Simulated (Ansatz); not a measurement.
A first try at energies of removing a hydrogen of C₂H₄Te, SMILES C=C[TeH], using Ansatz 0.2.0 through its Python package.

`bde_c2h4te.py`:
```python
"""Cost of removing each kind of hydrogen from C2H4Te, fragments frozen."""

import ansatz as az
from ase import Atoms

BASIS_SET = "def2-SVP"
FUNCTIONAL = "r2scan0"
OCCUPATIONS = "fermi_dirac"
WIDTH_EV = 0.1


def energy(molecule, charge=0, unpaired=0):
    calc = (
        molecule.calculation()
        .basis(gaussian=BASIS_SET)  # atom-centred Gaussian functions
        .functional(FUNCTIONAL)
        .occupations(OCCUPATIONS, width=WIDTH_EV)  # the run then minimises F = E - TS
    )
    if charge:
        calc = calc.charge(charge)
    if unpaired:
        calc = calc.spin("collinear", total=unpaired)
    report = calc.run(threads=1).report
    if report["published_state_doubts"]:
        print("  doubts:", report["published_state_doubts"])
    return report["free_energy_ev"]

def without(molecule, index):
    rest = az.Crystal.molecule()
    for i, site in enumerate(molecule.cartesian_sites):
        if i != index:
            rest = rest.atom(site.symbol, site.position_ang)
    return rest

atoms = Atoms(["C", "C", "Te", "H", "H", "H", "H"], positions=[
    (-0.8731, 0.3556, -0.4273),
    (0.0374, 0.3029, 0.475),
    (0.9217, -1.5603, 0.8778),
    (-1.1779, -0.4666, -0.9881),
    (-1.3816, 1.353, -0.6643),
    (0.3668, 1.2041, 1.0154),
    (2.168, -1.2567, -0.3342),
])
molecule = az.Crystal.molecule_from_ase(atoms)

whole = energy(molecule, 0)
hydrogen = energy(az.Crystal.molecule().atom("H", (0, 0, 0)), 0, 1)
print(f"E(molecule) = {whole:.5f} eV, E(H) = {hydrogen:.5f} eV")
for index in [4, 5, 6]:
    radical = energy(without(molecule, index), 0, 1)
    print(f"H{index}: homolysis {96.485332 * (radical + hydrogen - whole):.1f} kJ/mol")
    anion = energy(without(molecule, index), -1)
    print(f"H{index}: loss of a proton {96.485332 * (anion - whole):.1f} kJ/mol")
```

```console
$ python bde_c2h4te.py
Traceback (most recent call last):
  File "bde_c2h4te.py", line 46, in <module>
    whole = energy(molecule, 0)
  File "bde_c2h4te.py", line 23, in energy
    report = calc.run(threads=1).report
             ~~~~~~~~^^^^^^^^^^^
  ...
ansatz.RefusalError: invalid value for `basis.gaussian`: such a run doesn't read scf.occupations; remove what it names
$ echo $?
1
```
(Library frames cut from the traceback.)

Why does it end like this?

The fault: in this program a Gaussian-basis run takes no smearing. The change:

```diff
--- before
+++ after
@@ -7,4 +7,2 @@
 FUNCTIONAL = "r2scan0"
-OCCUPATIONS = "fermi_dirac"
-WIDTH_EV = 0.1
 
@@ -16,3 +14,2 @@
         .functional(FUNCTIONAL)
-        .occupations(OCCUPATIONS, width=WIDTH_EV)  # the run then minimises F = E - TS
     )
```

After the fix:

`python bde_c2h4te.py` gives:
```text
E(molecule) = -9429.63991 eV, E(H) = -13.58464 eV
H4: homolysis 456.5 kJ/mol
H4: loss of a proton 1703.7 kJ/mol
H5: homolysis 456.2 kJ/mol
H5: loss of a proton 1699.9 kJ/mol
H6: homolysis 269.8 kJ/mol
H6: loss of a proton 1416.0 kJ/mol
```

What to keep in mind:
- Total energies depend on the basis set; only differences at equal settings carry meaning.
- The geometry is a force-field or estimated start, not a minimum of this method, and the basis set is short of its limit. All parts are taken at fixed geometry, without zero-point energy.
- def2 sets replace the cores of elements past krypton by effective core potentials.
- The spin-orbit lowering of heavy atoms is left out.
- Anions want diffuse functions, which this basis lacks.
- Hardware and time: 49 s on 1 thread of Arm Neoverse V1, on a shared host, peak memory 0.28 GiB.

(Lines on the test bed's own set-up are left out of the output.)
